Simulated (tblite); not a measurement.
# C3H10F2OSi2: the cost of one run

The runs use tblite 0.8.0 and PySCF 2.14.0, with density-fitted response routines of our own; the level of theory stands in each step. All values are computed, except where a source is named. Atoms are numbered from 0 throughout.

### 1 The molecule as given

18 atoms, charge 0, multiplicity 1; geometry from: force field or distance geometry start.

Bonds of the start (Å): C0–Si1 1.87, Si1–F2 1.68, Si1–C3 1.87, C3–C4 1.49, C4–F5 1.37, C4–Si6 1.85, Si6–O7 1.74, C0–H8 1.09, C0–H9 1.12, C0–H10 1.12, Si1–H11 1.47, C3–H12 1.13, C3–H13 1.11, C4–H14 1.12, Si6–H15 1.47, Si6–H16 1.47, O7–H17 0.98.

### 2 Relaxing the molecule with GFN2-xTB

Job settings and geometry (Å):

```
{"job": {"kind": "relax", "xc": "GFN2-xTB", "basis": "xTB"}, "charge": 0, "multiplicity": 1}
C     -2.639700    -0.915100    -0.622300
Si    -1.863400     0.712500    -0.146200
F     -2.826300     1.380800     1.057800
C     -0.117600     0.393000     0.440100
C      0.722000     0.059500    -0.746400
F      0.197600    -1.050200    -1.361100
Si     2.507600    -0.260400    -0.379000
O      3.489200     1.152500    -0.604900
H     -1.901900    -1.710000    -0.729500
H     -3.168300    -0.774200    -1.603800
H     -3.388300    -1.179800     0.171700
H     -1.838200     1.592700    -1.322400
H     -0.162900    -0.483500     1.148000
H      0.273200     1.250000     1.022500
H      0.640400     0.927000    -1.454000
H      2.755500    -0.732400     0.992000
H      3.000000    -1.276600    -1.323200
H      4.312200     0.920500    -1.080600
```

Run with:

```
> OMP_NUM_THREADS=1 python probes_run.py task.json out
```

This one command runs all jobs of the session in turn.

Q: Estimate the wall time and peak memory of this first job on 1 thread of AMD EPYC, shared host.

About 4.5 s, with a peak of 0.18 GiB.
